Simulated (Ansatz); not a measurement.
# Molecular dynamics of Na

Input:

```yaml
crystal:
  lattice:
    - [8.598713, 0.0, 0.0]
    - [0.0, 8.598713, 0.0]
    - [0.0, 0.0, 8.598713]
  atoms:
    - { symbol: Na, position: [0.0, 0.0, 0.0] }
    - { symbol: Na, position: [0.5, 0.0, 0.0] }
    - { symbol: Na, position: [0.0, 0.5, 0.0] }
    - { symbol: Na, position: [0.0, 0.0, 0.5] }
    - { symbol: Na, position: [0.25, 0.25, 0.25] }
    - { symbol: Na, position: [0.5, 0.5, 0.0] }
    - { symbol: Na, position: [0.5, 0.0, 0.5] }
    - { symbol: Na, position: [0.75, 0.25, 0.25] }
    - { symbol: Na, position: [0.0, 0.5, 0.5] }
    - { symbol: Na, position: [0.25, 0.75, 0.25] }
    - { symbol: Na, position: [0.25, 0.25, 0.75] }
    - { symbol: Na, position: [0.5, 0.5, 0.5] }
    - { symbol: Na, position: [0.75, 0.75, 0.25] }
    - { symbol: Na, position: [0.75, 0.25, 0.75] }
    - { symbol: Na, position: [0.25, 0.75, 0.75] }
    - { symbol: Na, position: [0.75, 0.75, 0.75] }
basis:
  ecutwfc: 420.0
kpoints:
  mp_grid: { grid: [2, 2, 2] }
hamiltonian:
  xc: pbe
  dispersion: d3bj
scf:
  occupations: { method: fermi_dirac, width: 0.002 }
  lower_state_search: "off"
md:
  timestep: 2
  n_steps: 20
  ensemble: nvt_langevin
  temperature: 1300.0
  initial_velocities: maxwell_boltzmann
  seed: 20021
  friction: 0.005
```

Run as:

```bash
$ ansatz run input.yaml --threads 2 --pin off --max-ram 5120MiB --backend cpu --events-out ev --progress --plain --runs-dir out
```

It starts from a structure without forces on its atoms.

Output, in part (step lines):

```
md step     0: t =     0.00 fs  T =  1218.8 K  F+E_penalty+E_count = -23784.45274352 eV  E_kin = 2.520570 eV  (12 SCF iters)
md step     1: t =     2.00 fs  T =  1290.7 K  F+E_penalty+E_count = -23784.45193233 eV  E_kin = 2.669471 eV  (38 SCF iters)
md step     2: t =     4.00 fs  T =  1277.9 K  F+E_penalty+E_count = -23784.44932337 eV  E_kin = 2.642894 eV  (33 SCF iters)
md step     3: t =     6.00 fs  T =  1294.1 K  F+E_penalty+E_count = -23784.44460302 eV  E_kin = 2.676464 eV  (24 SCF iters)
md step     4: t =     8.00 fs  T =  1297.3 K  F+E_penalty+E_count = -23784.43727944 eV  E_kin = 2.683059 eV  (25 SCF iters)
md step     5: t =    10.00 fs  T =  1275.5 K  F+E_penalty+E_count = -23784.42676358 eV  E_kin = 2.637891 eV  (11 SCF iters)
md step     6: t =    12.00 fs  T =  1276.6 K  F+E_penalty+E_count = -23784.41223396 eV  E_kin = 2.640200 eV  (10 SCF iters)
md step     7: t =    14.00 fs  T =  1281.3 K  F+E_penalty+E_count = -23784.39286121 eV  E_kin = 2.649863 eV  (9 SCF iters)
md step     8: t =    16.00 fs  T =  1249.1 K  F+E_penalty+E_count = -23784.36840574 eV  E_kin = 2.583258 eV  (8 SCF iters)
md step     9: t =    18.00 fs  T =  1246.1 K  F+E_penalty+E_count = -23784.33845302 eV  E_kin = 2.577035 eV  (7 SCF iters)
md step    10: t =    20.00 fs  T =  1261.8 K  F+E_penalty+E_count = -23784.30191675 eV  E_kin = 2.609525 eV  (10 SCF iters)
md step    11: t =    22.00 fs  T =  1253.8 K  F+E_penalty+E_count = -23784.25910617 eV  E_kin = 2.593027 eV  (7 SCF iters)
md step    12: t =    24.00 fs  T =  1234.0 K  F+E_penalty+E_count = -23784.21122862 eV  E_kin = 2.552202 eV  (7 SCF iters)
md step    13: t =    26.00 fs  T =  1247.9 K  F+E_penalty+E_count = -23784.15803541 eV  E_kin = 2.580908 eV  (6 SCF iters)
md step    14: t =    28.00 fs  T =  1354.1 K  F+E_penalty+E_count = -23784.09784289 eV  E_kin = 2.800568 eV  (7 SCF iters)
md step    15: t =    30.00 fs  T =  1428.7 K  F+E_penalty+E_count = -23784.02945623 eV  E_kin = 2.954798 eV  (6 SCF iters)
md step    16: t =    32.00 fs  T =  1350.3 K  F+E_penalty+E_count = -23783.95516112 eV  E_kin = 2.792548 eV  (6 SCF iters)
md step    17: t =    34.00 fs  T =  1375.2 K  F+E_penalty+E_count = -23783.87683088 eV  E_kin = 2.844222 eV  (7 SCF iters)
md step    18: t =    36.00 fs  T =  1347.4 K  F+E_penalty+E_count = -23783.79378289 eV  E_kin = 2.786665 eV  (6 SCF iters)
md step    19: t =    38.00 fs  T =  1317.7 K  F+E_penalty+E_count = -23783.70681356 eV  E_kin = 2.725278 eV  (6 SCF iters)
md step    20: t =    40.00 fs  T =  1272.8 K  F+E_penalty+E_count = -23783.61646913 eV  E_kin = 2.632309 eV  (8 SCF iters)
```

All steps were run. A run of 0.04 ps of so small a system gives no equilibrium averages. The smearing is very narrow for this mesh. Limits of this set-up: coarse k mesh.

Mean squared displacements from the first frame to the last, about the centre of mass: Na 0.21 Å².

Last frame:

```xyz
16
Lattice="8.5987 0.0000 0.0000 0.0000 8.5987 0.0000 0.0000 0.0000 8.5987" Properties=species:S:1:pos:R:3
Na 0.285 -0.153 -0.138
Na 3.990 -0.028 -0.163
Na -0.168 4.490 0.351
Na -0.033 0.166 4.130
Na 2.399 2.186 2.381
Na 3.962 4.451 -0.546
Na 4.334 0.079 4.768
Na 6.094 2.520 2.091
Na 0.292 4.235 4.623
Na 2.342 6.145 1.440
Na 2.339 2.246 6.603
Na 4.117 4.195 4.259
Na 6.193 6.355 2.695
Na 6.414 2.114 6.055
Na 2.421 6.097 6.325
Na 6.148 6.219 6.427
```

Run time: 8.3 min on 2 CPU threads of a shared host.
